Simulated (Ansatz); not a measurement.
# CH₄BFO: basis-set convergence

One table from this session's results is given with a row withheld; the runs are named, their logs left out.

Program: Ansatz 0.2.0, Gaussian basis. Level of theory: one geometry, several basis sets. These are calculated values, not measurements.

The runs, in order: PBE0-D4/def2-SVP; ωB97M-V/def2-SVP; PBE0-D4/def2-QZVPP; ωB97M-V/def2-QZVPP; the functionals' def2-TZVPP values are taken from earlier runs.

## Structure used throughout

An earlier PBE0-D4 in a triple-zeta def2 set relaxation fixed the geometry.

SMILES `COBF`, 8 atoms, charge 0, spin multiplicity 1.

Atoms are counted from 1 here; the program's logs count them from 0.

Bond lengths: C1–O2 1.413 Å, C1–H5 1.093 Å, C1–H6 1.091 Å, C1–H7 1.091 Å, O2–B3 1.339 Å, B3–F4 1.325 Å, B3–H8 1.199 Å. Angles: O2–C1–H5 111.6°, O2–C1–H6 108.9°, O2–C1–H7 108.9°, H5–C1–H6 109.3°, H5–C1–H7 109.3°, H6–C1–H7 108.8°, C1–O2–B3 121.8°, O2–B3–F4 117.6°, O2–B3–H8 123.0°, F4–B3–H8 119.3°.

The first run:

Contents of in.yaml:

```yaml
crystal:
  periodic: [false, false, false]
  atoms:
    - {symbol: C, position_ang: [-0.192157, 1.053847, -0.054387]}
    - {symbol: O, position_ang: [0.124302, -0.157955, -0.707953]}
    - {symbol: B, position_ang: [0.270893, -1.305769, -0.034485]}
    - {symbol: F, position_ang: [0.567646, -2.392969, -0.730622]}
    - {symbol: H, position_ang: [-0.296948, 0.914130, 1.025023]}
    - {symbol: H, position_ang: [-1.128731, 1.439983, -0.460133]}
    - {symbol: H, position_ang: [0.601063, 1.777807, -0.248424]}
    - {symbol: H, position_ang: [0.145932, -1.386077, 1.155080]}
basis:
  gaussian: {orbitals: def2-SVP}
hamiltonian: {xc: pbe0, dispersion: d4}
output: {orbitals: {seedname: orbitals}}
```

Steps of the session up to this table: PBE0-D4 in def2-SVP; ωB97M-V in def2-SVP; PBE0-D4 in def2-QZVPP; ωB97M-V in def2-QZVPP.

One of the session's tables, all rows but one given; the rest of the session is left out.

It belongs to the step «Functionals by basis». 

| functional | basis | HOMO (eV) | LUMO (eV) |
| --- | --- | --- | --- |
| PBE0-D4 | def2-SVP | -9.21 | 0.75 |
| PBE0-D4 | def2-TZVPP | -9.31 | 0.38 |
| PBE0-D4 | def2-QZVPP | -9.33 | 0.24 |
| ωB97M-V | def2-SVP | -11.60 | 2.85 |
| ωB97M-V | def2-TZVPP | ? | ? |
| ωB97M-V | def2-QZVPP | -11.73 | 1.72 |

Q: Estimate the row for ωB97M-V, def2-TZVPP from the others.

As computed: HOMO (eV): -11.71; LUMO (eV): 2.17. In the column «HOMO (eV)» it lies between ωB97M-V, def2-QZVPP (-11.73) and ωB97M-V, def2-SVP (-11.60).
